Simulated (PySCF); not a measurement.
**InBr₃: electronic structure in real space**

Aim: take InBr₃ and analyse its density (charges, bond critical points, surface potential), see where an electron leaves and enters and measure its response to a uniform field.

Program: PySCF 2.14.0. Level of theory: levels as typed in each script, gas phase, geometry from GFN2-xTB. These are calculated values, not measurements.

## Step 1: The system as given

SMILES `Br[In](Br)Br`, 4 atoms, charge 0, spin multiplicity 1.

Bond lengths: Br1–In2 2.492 Å, In2–Br3 2.492 Å, In2–Br4 2.490 Å. Angles: Br1–In2–Br3 119.9°, Br1–In2–Br4 120.0°, Br3–In2–Br4 120.0°.

Geometry (Å):

```xyz
4

Br    1.40736   -2.05642    0.00000
In   -0.00107    0.00000    0.00000
Br    1.07798    2.24659    0.00000
Br   -2.48384   -0.19017    0.00000
```

## Step 2: Density, bond paths and surface potential (wB97X/def2-tzvp)

input.py

```python
import numpy as np
from pyscf import gto, scf, dft
from pyscf.scf import atom_ks, atom_hf
from scipy.linalg import block_diag

def solve(mol, dm0=None, hcore=None):
    mf = (dft.UKS if mol.spin else dft.RKS)(mol, xc='wb97x')
    mf.grids.level = 3
    mf = mf.density_fit(auxbasis='def2-universal-jkfit')
    mf.conv_tol, mf.max_cycle = 1e-8, 80
    if hcore is not None:
        mf.get_hcore = lambda *args: hcore
    mf.kernel(dm0)
    if not mf.converged:
        mf = mf.newton().run(mf.mo_coeff, mf.mo_occ, max_cycle=30)
    assert mf.converged, 'SCF not converged'
    return mf

mol = gto.M(atom='''
Br     1.40736    -2.05642     0.00000
In    -0.00107     0.00000     0.00000
Br     1.07798     2.24659     0.00000
Br    -2.48384    -0.19017     0.00000
''', basis='def2-tzvp', ecp={'In': 'def2-tzvp'}, charge=0, spin=0, verbose=4)
mf = solve(mol)
mf.analyze()
# spherically averaged free atoms, for the promolecule
atom_ks.AtomSphAverageRKS.init_guess_by_vsap = lambda self, mol=None: self.init_guess_by_minao(mol)  # core potentials
atm = atom_ks.get_atm_nrks(mol, xc='wb97x')
pro = block_diag(*[(atm[a[0]][2] * atm[a[0]][3]) @ atm[a[0]][2].T for a in mol._atom])
np.savez('result.npz', e=mf.e_tot, c=mf.mo_coeff, occ=mf.mo_occ, eps=mf.mo_energy, pro=pro, dip=mf.dip_moment(verbose=0), s2=mf.spin_square()[0])
```

The run is started by

```sh
OMP_NUM_THREADS=1 python input.py
```

## Step 4: Removing and adding an electron (wB97X/def2-tzvp)

input.py

```python
import numpy as np
from pyscf import gto, scf, dft
from pyscf.scf import atom_ks, atom_hf
from scipy.linalg import block_diag

def solve(mol, dm0=None, hcore=None):
    mf = (dft.UKS if mol.spin else dft.RKS)(mol, xc='wb97x')
    mf.grids.level = 3
    mf = mf.density_fit(auxbasis='def2-universal-jkfit')
    mf.conv_tol, mf.max_cycle = 1e-8, 80
    if hcore is not None:
        mf.get_hcore = lambda *args: hcore
    mf.kernel(dm0)
    if not mf.converged:
        mf = mf.newton().run(mf.mo_coeff, mf.mo_occ, max_cycle=30)
    assert mf.converged, 'SCF not converged'
    return mf

mol = gto.M(atom='''
Br     1.40736    -2.05642     0.00000
In    -0.00107     0.00000     0.00000
Br     1.07798     2.24659     0.00000
Br    -2.48384    -0.19017     0.00000
''', basis='def2-tzvp', ecp={'In': 'def2-tzvp'}, charge=0, spin=0, verbose=4)
mf = solve(mol)
out = dict(e0=mf.e_tot, dm0=mf.make_rdm1(), c=mf.mo_coeff, occ=mf.mo_occ, eps=mf.mo_energy)
for name, dq, spin in [('cation', 1, 1)]:
    ion = mol.copy().set(charge=mol.charge + dq, spin=spin).build()
    mi = solve(ion)
    if spin and dq > 0 and mol.nao < 130:
        c, _, stable, _ = mi.stability(return_status=True)
        if not stable:
            mi = solve(ion, mi.make_rdm1(c, mi.mo_occ))
    print(name, 'vertical energy change / eV', (mi.e_tot - mf.e_tot) * 27.211386)
    out.update({'e_' + name: mi.e_tot, 'dm_' + name: mi.make_rdm1(), 's2_' + name: mi.spin_square()[0], 'eps_' + name: mi.mo_energy, 'occ_' + name: mi.mo_occ})
# spherically averaged free atoms, for the promolecule
atom_ks.AtomSphAverageRKS.init_guess_by_vsap = lambda self, mol=None: self.init_guess_by_minao(mol)  # core potentials
atm = atom_ks.get_atm_nrks(mol, xc='wb97x')
pro = block_diag(*[(atm[a[0]][2] * atm[a[0]][3]) @ atm[a[0]][2].T for a in mol._atom])
np.savez('result.npz', pro=pro, **out)
```

## Step 6: Response to an electric field (wB97X/def2-tzvp)

input.py: that of step 4 with these lines changed.

```diff
@@ -24,13 +24,10 @@
 ''', basis='def2-tzvp', ecp={'In': 'def2-tzvp'}, charge=0, spin=0, verbose=4)
+field = np.array([0.004, 0.0, 0.0])  # atomic units
+mol.set_common_orig(mol.atom_charges() @ mol.atom_coords() / mol.atom_charges().sum())
 mf = solve(mol)
-out = dict(e0=mf.e_tot, dm0=mf.make_rdm1(), c=mf.mo_coeff, occ=mf.mo_occ, eps=mf.mo_energy)
-for name, dq, spin in [('cation', 1, 1)]:
-    ion = mol.copy().set(charge=mol.charge + dq, spin=spin).build()
-    mi = solve(ion)
-    if spin and dq > 0 and mol.nao < 130:
-        c, _, stable, _ = mi.stability(return_status=True)
-        if not stable:
-            mi = solve(ion, mi.make_rdm1(c, mi.mo_occ))
-    print(name, 'vertical energy change / eV', (mi.e_tot - mf.e_tot) * 27.211386)
-    out.update({'e_' + name: mi.e_tot, 'dm_' + name: mi.make_rdm1(), 's2_' + name: mi.spin_square()[0], 'eps_' + name: mi.mo_energy, 'occ_' + name: mi.mo_occ})
+out = dict(dm0=mf.make_rdm1(), d0=mf.dip_moment(unit='AU'), e0=mf.e_tot)
+for name, sign in (('p', 1), ('m', -1)):
+    h = mf.get_hcore() + sign * np.einsum('x,xij->ij', field, mol.intor('int1e_r'))
+    mi = solve(mol, mf.make_rdm1(), h)
+    out.update({'dm' + name: mi.make_rdm1(), 'd' + name: mi.dip_moment(unit='AU'), 'e' + name: mi.e_tot})
 # spherically averaged free atoms, for the promolecule
```

(Steps that only read results are left out.)

What does the calculation give? Wanted: dipole moment; HOMO, LUMO; vertical ionisation energy; polarisability along the field.

As calculated:

| quantity | value |
| --- | --- |
| dipole moment (wB97X/def2-tzvp) | 0.01 D |
| HOMO, LUMO (wB97X/def2-tzvp) | -11.09, -1.49 eV |
| vertical ionisation energy (wB97X/def2-tzvp) | 11.18 eV |
| polarisability along the field (wB97X/def2-tzvp) | 115.7 bohr³ |

What this shows: At wB97X/def2-tzvp: The highest Hirshfeld charge is on In2 (+0.54 e), the lowest on Br1, Br3 and Br4 (−0.18 e). The ionisation energy from two SCF runs, 11.18 eV, lies 0.1 eV above −ε(HOMO) = 11.09 eV of the same level, wB97X/def2-tzvp. All values hold at the given geometry, in the gas phase.
